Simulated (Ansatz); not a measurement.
# LaCoPO: the cost of one run

Computed with Ansatz 0.2.0 through its Python package. Level of theory: DFT PBE, plane waves, PAW.

### Step 1. The system

Symmetry: P4/nmm, No. 129, tetragonal system. The conventional cell has a = 3.991 Å, b = 3.991 Å, c = 8.265 Å, α = 90.00°, β = 90.00°, γ = 90.00°. La (site symmetry 4mm) has 4 O at 2.36 Å in its first shell of neighbours. Around Co (site symmetry -4m2) lie 4 P at 2.22 Å. P (site symmetry 4mm) has 4 Co at 2.22 Å in its first shell of neighbours. O (site symmetry -4m2) has 4 La at 2.36 Å in its first shell of neighbours.

The script holds or builds the structure itself.

### Step 2. The script

Contents of lacopo.py:

```python
'''Fixed-spin-moment curve of LaCoPO.'''

import ansatz
from pymatgen.core import Lattice, Structure
from pymatgen.io.ase import AseAtomsAdaptor

pmg_structure = Structure(
    Lattice([(3.991256, 0.0, 0.0), (0.0, 3.991256, 0.0), (0.0, 0.0, 8.264926)]),
    ['La', 'La', 'Co', 'Co', 'P', 'P', 'O', 'O'],
    [
        (0.0, 0.5, 0.846868),
        (0.5, 0.0, 0.153132),
        (0.5, 0.5, 0.5),
        (0.0, 0.0, 0.5),
        (0.5, 0.0, 0.618369),
        (0.0, 0.5, 0.381631),
        (0.0, 0.0, 0.0),
        (0.5, 0.5, 0.0),
    ],
)
structure = ansatz.Crystal.from_ase(AseAtomsAdaptor.get_atoms(pmg_structure))

calc = structure.calculation()
calc = calc.functional(ansatz.Functional.PBE)
calc = calc.occupations(ansatz.OccupationsMethod.FERMI_DIRAC).kpoints(6, 6, 3)
calc = calc.basis(35 * ansatz.Ry)
# a hard lock holds the total moment, with one Fermi level a spin
rows = []
for total in [0.0, 1.2, 2.4, 3.6, 4.8, 6.0]:
    summary = calc.spin('collinear', total=total, lock='hard').run(threads=1, pin='off').report
    up, down = summary['spin_fermi_energies_ev']
    rows.append((total, summary['free_energy_ev'], up - down, summary['absolute_magnetization_mub']))
reference = rows[0][1]
rows = [(m, 1000 * (e - reference), split, size) for m, e, split, size in rows]
print('     total muB    F - F(0) meV  EF up - down eV    absolute muB')
for row in rows:
    print(f'{str(row[0]):>14s}  {row[1]:14.2f}  {row[2]:15.4f}  {row[3]:14.3f}')
best = min(rows, key=lambda row: row[1])
print(f'lowest at {best[0]} muB per cell, {best[1]:.1f} meV against the first point')
```

### Step 3. The input behind the calls

The package turns the script's settings into the engine's input (first run):

```yaml
crystal:
  lattice:
    - [3.991256, 0.0, 0.0]
    - [0.0, 3.991256, 0.0]
    - [0.0, 0.0, 8.264926]
  atoms:
    - { symbol: La, position: [0.0, 0.5, 0.846868] }
    - { symbol: La, position: [0.5, 0.0, 0.153132] }
    - { symbol: Co, position: [0.5, 0.5, 0.5] }
    - { symbol: Co, position: [0.0, 0.0, 0.5] }
    - { symbol: P, position: [0.5, 0.0, 0.618369] }
    - { symbol: P, position: [0.0, 0.5, 0.381631] }
    - { symbol: O, position: [0.0, 0.0, 0.0] }
    - { symbol: O, position: [0.5, 0.5, 0.0] }
basis:
  ecutwfc: 476.19925930478996
kpoints:
  mp_grid:
    grid: [6, 6, 3]
hamiltonian:
  xc: pbe
magnetization:
  spin_polarized: true
  initial_magnetization: 0.0
  spin_locking:
    lock_magnetization: hard
scf:
  occupations:
    method: fermi_dirac
```

### Step 4. Running it

Command:

```bash
> python lacopo.py
```

**Question.** How long does this script take on 1 thread of Intel Xeon Platinum 8259CL at 2.50GHz (Skylake/Cascade Lake), shared host, and how much memory does it need?

About 3.8 min, with a peak of 0.81 GiB.
